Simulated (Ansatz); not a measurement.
**Ga3Sb in Ansatz: the effect of functional**

Crystal: Ga3Sb.

```
CELL_PARAMETERS angstrom
-2.15880 2.15880 4.76048
2.15880 -2.15880 4.76048
2.15880 2.15880 -4.76048
ATOMIC_POSITIONS crystal
Sb 0.00000 0.00000 0.00000
Ga 0.50000 0.50000 0.00000
Ga 0.25000 0.75000 0.50000
Ga 0.75000 0.25000 0.50000
```

The cell comes from a database or a generator and needn't be the stable form of this composition.

Alike in all runs:

| Property | Result |
| --- | --- |
| Program | Ansatz 0.2.0 |
| Task | band structure |
| Potentials or basis | all-electron LAPW, scalar-relativistic |
| Basis error allowed | 0.002 eV/atom |
| k mesh | 9 × 9 × 9 |
| Occupations | fermi-dirac, width 0.05 eV |
| Spin | no spin polarisation |

**Question.** One run gave: pressure -4.8 GPa. Which functional did it use?
A. PBEsol
B. PBE
C. LDA

**Answer.** C.

| functional | cutoff | pressure (GPa) |
| --- | --- | --- |
| PBEsol | 177 eV | -3.5 |
| LDA | 178 eV | -4.8 |
| PBE | 177 eV | -0.5 |

Not every run made on this cell is shown here.
